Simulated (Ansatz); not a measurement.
# CH8O2Si2: single point from an input written key by key

Aim: a single point from an input written key by key, for CH8O2Si2, run from a script. SMILES: C[SiH2][SiH](O)O.

Program: the Python package of Ansatz 0.2.0. Level of theory: PBE0/def2-SVP. These are calculated values, not measurements.

### 1 The system

Bond lengths: C1–Si2 1.860 Å, Si2–Si3 2.296 Å, Si3–O4 1.656 Å, Si3–O5 1.658 Å, C1–H6 1.106 Å, C1–H7 1.110 Å, C1–H8 1.091 Å, Si2–H9 1.469 Å, Si2–H10 1.549 Å, Si3–H11 1.457 Å, O4–H12 0.963 Å, O5–H13 0.968 Å. Angles (14 of 20 angles, heavy atoms first): C1–Si2–Si3 110.7°, Si2–Si3–O4 111.1°, Si2–Si3–O5 111.3°, O4–Si3–O5 105.4°, C1–Si2–H9 109.7°, C1–Si2–H10 108.9°, Si3–Si2–H9 109.3°, Si3–Si2–H10 108.8°, Si2–C1–H6 109.6°, Si2–C1–H7 112.5°, Si2–C1–H8 111.8°, Si2–Si3–H11 112.9°, O4–Si3–H11 108.4°, O5–Si3–H11 107.3°.

Input file ch8o2si2.yaml:

```yaml
crystal:
  periodic: [false, false, false]
  atoms:
    - { symbol: C, position_ang: [-1.8759, 0.7055, -0.0477] }
    - { symbol: Si, position_ang: [-0.2213, 0.998, 0.751] }
    - { symbol: Si, position_ang: [1.3043, -0.5697, 0.0534] }
    - { symbol: O, position_ang: [0.7863, -2.1028, 0.4054] }
    - { symbol: O, position_ang: [1.4924, -0.5352, -1.5934] }
    - { symbol: H, position_ang: [-1.7671, 0.7351, -1.1476] }
    - { symbol: H, position_ang: [-2.6348, 1.455, 0.2598] }
    - { symbol: H, position_ang: [-2.2655, -0.2874, 0.1808] }
    - { symbol: H, position_ang: [-0.3563, 0.9266, 2.212] }
    - { symbol: H, position_ang: [0.288, 2.4042, 0.3487] }
    - { symbol: H, position_ang: [2.6222, -0.3818, 0.645] }
    - { symbol: H, position_ang: [0.1457, -2.5188, -0.1815] }
    - { symbol: H, position_ang: [2.3673, -0.7899, -1.9206] }
basis:
  gaussian: { orbitals: def2-SVP }
hamiltonian:
  xc: pbe0
output:
  forces: true
```

### 2 Script

run_deck.py

```python
import logging
import sys

import ansatz as az
import numpy as np
import pandas as pd

logging.basicConfig(stream=sys.stdout, format="%(levelname)s %(message)s")
logger = logging.getLogger("ch8o2si2")
logger.setLevel(logging.INFO)

session = az.Session.from_deck("ch8o2si2.yaml")
report = session.plan(threads=1).execute().report

logger.info("reference energy %16.6f eV" % report["reference_energy_ev"])
logger.info("total energy     %16.6f eV" % report["free_energy_ev"])
print("occupied orbitals outside the frozen core (up, down):", report["n_occupied"], " frozen:", report["n_frozen"], " virtual:", report["n_virtual"])
symbols = ["C", "Si", "Si", "O", "O", "H", "H", "H", "H", "H", "H", "H", "H"]
field = report["mean_field"]
print("<S^2> =", round(abs(field["state"]["spin_squared"]), 4), " all-electron relativity setting:", field["relativity"])
print("passes:", field["passes"])
if "symmetry" in field:
    print("occupied orbitals by irrep:", field["symmetry"]["occupied"])

logger.info("forces (eV/A)")
for symbol, f in zip(symbols, report["forces_ev_ang"]):
    logger.info(f"  {symbol:2s} {f[0]:9.4f} {f[1]:9.4f} {f[2]:9.4f}")
charges = report["charge_distribution"]
table = pd.DataFrame({"atom": symbols, "mulliken": charges["mulliken_charges_e"], "lowdin": charges["lowdin_charges_e"]})
print(table.round(3).to_string())
print("dipole (e A):", np.round(charges["dipole_moment_e_ang"], 4) + 0.0)
```

### 3 Launch

Run with:

```sh
python run_deck.py
```

**Question.** What results will this script give? Wanted: total energy; largest force; dipole moment.

The runs gave:

```
     quantity           value
 total energy  -20997.6199 eV
largest force      1.277 eV/Å
dipole moment          1.31 D
```

Forces reach 1.28 eV/Å, so the atoms aren't at rest. The geometry is a force-field or estimated start, not a minimum of this method, and the basis set is short of its limit. The Löwdin charges here are taken after orthogonalising the functions within each atom; they differ from plain Löwdin charges, and their signs can be unphysical.
